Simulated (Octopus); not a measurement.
# GaSb3 (Fm-3m) in Octopus: reference runs

Aim: a first look at GaSb3 with PBEsol, on the cell as given.

Program: Octopus 16.4. These are calculated values, not measurements. Logs are shortened: lines on timing, memory, paths and dates and some standing lists are left out, and cuts for length are marked.

## Step 1: Starting point

Symmetry: Fm-3m, No. 225, cubic system. The conventional cell has a = 7.461 Å, b = 7.461 Å, c = 7.461 Å, α = 90.00°, β = 90.00°, γ = 90.00°. Sb (site symmetry m-3m) is surrounded by 8 Sb at 3.23 Å. Around Sb (site symmetry -43m) lie 4 Sb at 3.23 Å and 4 Ga at 3.23 Å. Around Ga (site symmetry m-3m) lie 8 Sb at 3.23 Å.

The cell comes from a database or a generator and needn't be the stable form of this composition.

## Step 2: Single point, PBEsol

inp

```
CalculationMode = gs
UnitsOutput = eV_Angstrom
PeriodicDimensions = 3
ExperimentalFeatures = yes
PseudopotentialSet = pseudodojo_pbesol
%LatticeParameters
 1*angstrom | 1*angstrom | 1*angstrom
%
%LatticeVectors
 0 | 3.730595 | 3.730595
 3.730595 | 0 | 3.730595
 3.730595 | 3.730595 | 0
%
%ReducedCoordinates
 "Sb" | 0.5 | 0.5 | 0.5
 "Sb" | 0.75 | 0.75 | 0.75
 "Sb" | 0.25 | 0.25 | 0.25
 "Ga" | 0 | 0 | 0
%
%Spacing
 0.13527841*angstrom | 0.13527841*angstrom | 0.13527841*angstrom
%
DerivativesOrder = 8
%KPointsGrid
 6 | 6 | 6
%
KPointsUseSymmetries = yes
XCFunctional = gga_x_pbe_sol + gga_c_pbe_sol
SmearingFunction = fermi_dirac
Smearing = 0.05*eV
ExtraStates = 8
Eigensolver = chebyshev_filter
ConvRelDens = 3e-7
MaximumIter = 120
%Output
 density | cube
 elf | cube
 potential | cube
%
```

Potentials or basis: pseudodojo_pbesol (PseudoDojo 0.4, PBEsol).

Run with:

```console
OMP_NUM_THREADS=1 octopus > out.log
```

out.log:

```text
Running octopus

[... 13 lines left out ...]

Input: [AllElectronType = no]
Input: [PseudopotentialSet = pseudodojo_pbesol]
Reading Coordinates from ReducedCoordinates block

****************************** Species *******************************
  Species 'Sb'
    type             : pseudopotential
    file             : 'Sb.upf'
    file format      : UPF2
    valence charge   : 15.0
    atomic number    :  51
    form on file     : kleinman-bylander
    lmax             : 2
    llocal           : -1
    projectors per l : 2
    total projectors : 6
    application form : kleinman-bylander
    orbitals         :  9
    bound orbitals   :  9

  Species 'Ga'
    type             : pseudopotential
    file             : 'Ga.upf'
    file format      : UPF2
    valence charge   : 13.0
    atomic number    :  31
    form on file     : kleinman-bylander
    lmax             : 2
    llocal           : -1
    projectors per l : 2
    total projectors : 6
    application form : kleinman-bylander
    orbitals         :  9
    bound orbitals   :  9

**********************************************************************

***************************** Symmetries *****************************
Space group No.  225
International: Fm-3m
Schoenflies: Oh^5
Info: The system has    48 symmorphic symmetries that can be used.
  Index                Rotation matrix                      Fractional translations
    1 :     1   0   0     0   1   0     0   0   1      0.000000    0.000000    0.000000
    2 :    -1   0   0     0  -1   0     0   0  -1      0.000000    0.000000    0.000000
    3 :     1   0  -1     1   0   0     1  -1   0      0.000000    0.000000    0.000000
    4 :    -1   0   1    -1   0   0    -1   1   0      0.000000    0.000000    0.000000
    5 :     0   1  -1     1   0  -1     0   0  -1      0.000000    0.000000    0.000000
    6 :     0  -1   1    -1   0   1     0   0   1      0.000000    0.000000    0.000000
[... 40 lines left out ...]
   47 :     0   1  -1    -1   1   0     0   1   0      0.000000    0.000000    0.000000
   48 :     0  -1   1     1  -1   0     0  -1   0      0.000000    0.000000    0.000000
Info: The system also has     0 nonsymmorphic symmetries (not used for electrons).
**********************************************************************

Input: [CurvMethod = curv_affine]
Input: [DerivativesStencil = stencil_stargeneral]

****************************** Lattice *******************************
  Lattice Vectors [A]
    0.000000    3.730595    3.730595
    3.730595    0.000000    3.730595
    3.730595    3.730595    0.000000
  Cell volume =           103.8399 [A^3]
  Reciprocal-Lattice Vectors [A^-1]
   -0.842116    0.842116    0.842116
    0.842116   -0.842116    0.842116
    0.842116    0.842116   -0.842116
  Cell angles [degree]
    alpha =   60.000
    beta  =   60.000
    gamma =   60.000
**********************************************************************

Checking if the generated full k-point grid is symmetric

    16 k-points generated from parameters :
 ---------------------------------------------------
    n =    6    6    6

    s1  =  0.00  0.00  0.00

   index |      weight  |             coordinates              |
       1 |     0.004630 |    0.000000    0.000000    0.000000  |
       2 |     0.037037 |    0.166667    0.000000    0.000000  |
       3 |     0.027778 |    0.166667    0.166667    0.000000  |
       4 |     0.055556 |   -0.166667    0.166667    0.000000  |
       5 |     0.111111 |   -0.166667    0.166667    0.166667  |
       6 |     0.037037 |    0.333333    0.000000    0.000000  |
[... 8 lines left out ...]
      15 |     0.055556 |   -0.333333    0.500000    0.166667  |
      16 |     0.013889 |    0.500000    0.500000    0.000000  |

Input: [SmearingFunction = fermi_dirac]
Input: [SymmetrizeDensity = yes]

******************************* States *******************************
Total electronic charge  =       58.000
Number of states         =       37
States block-size        =        4
**********************************************************************
[... 5 lines left out ...]
Simulation Box:
  Type = parallelepiped
  Lengths [A] = (   5.276,   5.276,   5.276)
Main mesh:
  Spacing [A] = ( 0.135, 0.135, 0.135)    volume/point [A^3] =      0.00175
  # inner mesh =      59319
  # total mesh =     148303
  Grid Cutoff [eV] =  2054.781521    Grid Cutoff [Ry] =   151.023669
**********************************************************************

Input: [StatesPack = yes]
Input: [StatesOrthogonalization = cholesky_serial]

**************************** Theory Level ****************************
Input: [TheoryLevel = kohn_sham]

Exchange-correlation:
  Exchange
    Perdew, Burke & Ernzerhof SOL (GGA)
    [1] J. P. Perdew, A. Ruzsinszky, G. I. Csonka, O. A. Vydrov, G. E. Scuseria, L. A. Constantin, X. Zhou, and K. Burke.,  Phys. Rev. Lett. 100, 136406 (2008)
  Correlation
    Perdew, Burke & Ernzerhof SOL (GGA)
    [1] J. P. Perdew, A. Ruzsinszky, G. I. Csonka, O. A. Vydrov, G. E. Scuseria, L. A. Constantin, X. Zhou, and K. Burke.,  Phys. Rev. Lett. 100, 136406 (2008)

**********************************************************************
[... 5 lines left out ...]
**********************************************************************

Info: FFT grid dimensions       = 39 x 39 x 39
      Total grid size           = 59319 (      0.5 MiB )
      Inefficient FFT grid. A better grid would be: 40 40 40
Input: [FilterPotentials = filter_TS]
Info: Pseudopotential for Sb
  Radii for localized parts:
    local part     =  1.3 A
    non-local part =  1.4 A
    orbitals       =  5.6 A

Info: Pseudopotential for Ga
  Radii for localized parts:
    local part     =  1.2 A
    non-local part =  1.4 A
    orbitals       =  6.8 A

Input: [RelativisticCorrection = non_relativistic]
[... 11 lines left out ...]
      Block       2 contains       4 states:       5 -       8
      Block       3 contains       4 states:       9 -      12
      Block       4 contains       4 states:      13 -      16
      Block       5 contains       4 states:      17 -      20
      Block       6 contains       4 states:      21 -      24
      Block       7 contains       4 states:      25 -      28
      Block       8 contains       4 states:      29 -      32
      Block       9 contains       4 states:      33 -      36
      Block      10 contains       1 states:      37 -      37
Info: Ground-state allocation done.
Info: Could not find 'restart/gs' directory for restart.
[... 18 lines left out ...]
** Warning:
**   Cannot do LCAO for all states because there are not enough atomic orbitals.
**   Required: 37. Available: 36. 1 orbitals will be randomized.

Info: Unnormalized total charge =     58.014914
Info: Renormalized total charge =     58.000000

** Warning:
**   Symmetrization discrepancy ratio (scalar) =  1.69500E-06

Info: Setting up Hamiltonian.
Info: Performing initial LCAO calculation with     36 orbitals.
Info: Getting Hamiltonian matrix elements.

Eigenvalues [eV]
 #st  Spin   Eigenvalue      Occupation
#k =       1, k = (  0.000000,  0.000000,  0.000000)
   1   --   -23.184888       2.000000
   2   --   -23.184888       2.000000
   3   --   -23.184654       2.000000
   4   --   -23.166951       2.000000
   5   --   -23.166951       2.000000
   6   --   -23.137178       2.000000
[... 28 lines left out ...]
  35   --    12.578335       0.000000
  36   --    12.578335       0.000000
#k =       2, k = (  0.166667,  0.000000,  0.000000)
   1   --   -22.859892       2.000000
   2   --   -22.859299       2.000000
   3   --   -22.822240       2.000000
   4   --   -22.821645       2.000000
   5   --   -22.815411       2.000000
   6   --   -22.814799       2.000000
[... 28 lines left out ...]
  35   --    12.813889       0.000000
  36   --    12.816758       0.000000
[... 14 further k-points ...]
Fermi energy =     6.947012 eV
Generating random wavefunctions for states       37 and above
Orthogonalizing wavefunctions.
Info: Ground-state restart information will be written to 'restart/gs'.
Info: SCF using complex wavefunctions.
Info: Starting SCF iteration.

** Warning:
**   Symmetrization discrepancy ratio (scalar) =  2.64600E-03

*********************** SCF CYCLE ITER #    1 ************************
 etot  = -9.46218085E+03 abs_ev   =  1.92E+02 rel_ev   =  2.49E-01
 ediff =        3.48E+02 abs_dens =  1.29E+00 rel_dens =  2.23E-02
Matrix vector products: 400
Converged eigenvectors: 0

#  State  KPoint  Eigenvalue [eV]  Occupation    Error
      1      16      -23.202192    2.000000   ( 1.0E-04)
      2      16      -23.202039    2.000000   ( 1.0E-04)
      1      15      -23.201191    2.000000   ( 1.2E-04)
      1      14      -23.201136    2.000000   ( 7.7E-05)
      1      10      -23.199950    2.000000   ( 5.5E-05)
      1      13      -23.199931    2.000000   ( 9.6E-05)
      2      10      -23.199800    2.000000   ( 5.5E-05)
      1      11      -23.199484    2.000000   ( 7.5E-05)

  [output of 456 eigenvalues skipped: maximum error = 2.4E-02]
[... 21 lines left out ...]
     37       5       16.960662    0.000000   ( 2.8E-01)
     37      16       17.876067    0.000000   ( 2.6E-01)
     37       6       18.312303    0.000000   ( 2.8E-01)
     37       2       18.949204    0.000000   ( 3.2E-01)
     37       1       19.276847    0.000000   ( 3.2E-01)
     37      10       19.294594    0.000000   ( 2.4E-01)
     37       3       19.628853    0.000000   ( 3.2E-01)
     37      12       19.816875    0.000000   ( 2.5E-01)

Density of states:

%---------------------------------------------------------------------
%---------------------------------------------------------------------
%---------------------------------------------------------------------
%---------------------------------------------------------------------
%---------------------------------------------------------------------
%---------------------------------------------------------------------
%---------------------------------------------------------------------
%----------------------%----------------------------------------------
%----------------------%----------------------------------------------
%----------------------%-----------------%--%--%-%%--%%---------------
                                               ^

Fermi energy =     5.837769 eV

**********************************************************************

*********************** SCF CYCLE ITER #    2 ************************
 etot  = -9.47325727E+03 abs_ev   =  7.75E+00 rel_ev   =  9.96E-03
 ediff =        4.07E-01 abs_dens =  1.40E-01 rel_dens =  2.42E-03
Matrix vector products: 400
Converged eigenvectors: 0
[... 151 lines left out ...]
*********************** SCF CYCLE ITER #   15 ************************
 etot  = -9.48788395E+03 abs_ev   =  3.17E-05 rel_ev   =  4.02E-08
 ediff =        5.15E-06 abs_dens =  1.32E-05 rel_dens =  2.28E-07
Matrix vector products: 400
Converged eigenvectors: 0

#  State  KPoint  Eigenvalue [eV]  Occupation    Error
      1      16      -23.683461    2.000000   ( 3.7E-08)
      2      16      -23.683310    2.000000   ( 3.7E-08)
      1      15      -23.683261    2.000000   ( 6.3E-08)
      1      14      -23.682997    2.000000   ( 3.5E-08)
      1      13      -23.682718    2.000000   ( 6.0E-08)
      1      11      -23.682426    2.000000   ( 6.3E-08)
      1      10      -23.682370    2.000000   ( 3.1E-08)
      2      10      -23.682218    2.000000   ( 3.1E-08)

  [output of 456 eigenvalues skipped: maximum error = 4.2E-05]
[... 21 lines left out ...]
     37       1       12.291611    0.000000   ( 2.1E-03)
     37      14       12.770157    0.000000   ( 4.1E-02)
     37       7       12.923133    0.000000   ( 3.1E-02)
     37       8       13.189616    0.000000   ( 3.3E-02)
     37      11       13.345081    0.000000   ( 1.7E-02)
     37      15       13.531338    0.000000   ( 2.6E-02)
     37      13       13.671811    0.000000   ( 2.9E-02)
     37      12       14.618151    0.000000   ( 1.9E-02)

Density of states:

%---------------------------------------------------------------------
%---------------------------------------------------------------------
%---------------------------------------------------------------------
%---------------------------------------------------------------------
%---------------------------------------------------------------------
%---------------------------------------------------------------------
%---------------------------------------------------------------------
%-------------------------%-------------------------------------------
%-------------------------%-------------------------------------------
%-------------------------%--------------------%--%--%%-%---%-%-------
                                                     ^

Fermi energy =     5.713584 eV

**********************************************************************

Info: SCF converged in   15 iterations

** Warning:
**   Some of the states are not fully converged!

Info: Number of matrix-vector products:       6000
Info: Writing output to static/

Info: Finished writing information to 'restart/gs'.

Octopus emitted 20 warnings.
```

Run time: 10 min. Hardware: 1 thread of Arm Neoverse V2, shared host; peak memory 1.5 GiB.

What came out:

```
Free energy            : -9487.9203 eV
Band gap on the k mesh : none (metal or under the smearing width)
```

Spin-orbit coupling is left out, which matters for the levels of Sb.
